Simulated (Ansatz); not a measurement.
Runs of Ansatz 0.2.0 on Hf2Pd2Se2Br2O3. The typed cell holds 11 atoms: a = 5.761 Å, b = 5.870 Å, c = 6.872 Å, α = 96.27°, β = 102.51°, γ = 95.11°. The cell was built by a generator and needn't be a form met in nature.

| task | level | potentials or basis | cell | k mesh | cutoff (eV) | points for each segment of the path | gap on the mesh (eV) | pressure (GPa) | relaxed volume (Å³/atom) | largest force (eV/Å) |
| --- | --- | --- | --- | --- | --- | --- | --- | --- | --- | --- |
| relaxation of cell and atoms | RPBE | Ansatz PAW | relaxed | 4 × 4 × 3 | 420 | - | 0.23 | 0.0 | (c) | 0.01 |
| band structure | BLYP | Ansatz PAW | as given | 5 × 5 × 4 | 420 | 10 | 0.24 | 4.2 | - | 0.26 |
| relaxation of cell and atoms | PBE+D3(BJ) | Ansatz PAW | relaxed | 4 × 4 × 3 | 420 | - | 0.18 | 0.0 | 19.63 | - |
| single point | PBE | Ansatz NC | as given | 5 × 5 × 4 | 1240 | - | 0.21 | 0.0 | - | (a) |
| relaxation of cell and atoms | PBEsol+D3(BJ) | Ansatz PAW | relaxed | 4 × 4 × 3 | 420 | - | (b) | 0.0 | (d) | - |

Alike in all rows: no spin polarisation; smearing fermi-dirac 0.05 eV.

Task: Fill in the values left out.

Result: (a) 0.02; (b) 0.14; (c) 21.24; (d) 18.73.

Caveats: spin-orbit coupling is left out, which moves the levels of the heavy elements; odd divisions of the mesh miss points on the zone boundary, where band edges often lie, so the gap on the mesh can be too wide (some runs); the plane-wave basis is chosen anew once the cell has moved, so the energies of steps on either side of that aren't comparable (some runs); the PAW data sets come from PBE, with cores solved anew for the run's functional, which leaves a small shift of forces and pressure (some runs); the potentials were made for another functional, which shifts forces and pressure (some runs).

A k mesh can miss the band edges, and the runs leave out spin-orbit coupling on Br, Hf, Pd, Se.

Not every run made on this cell is shown here.
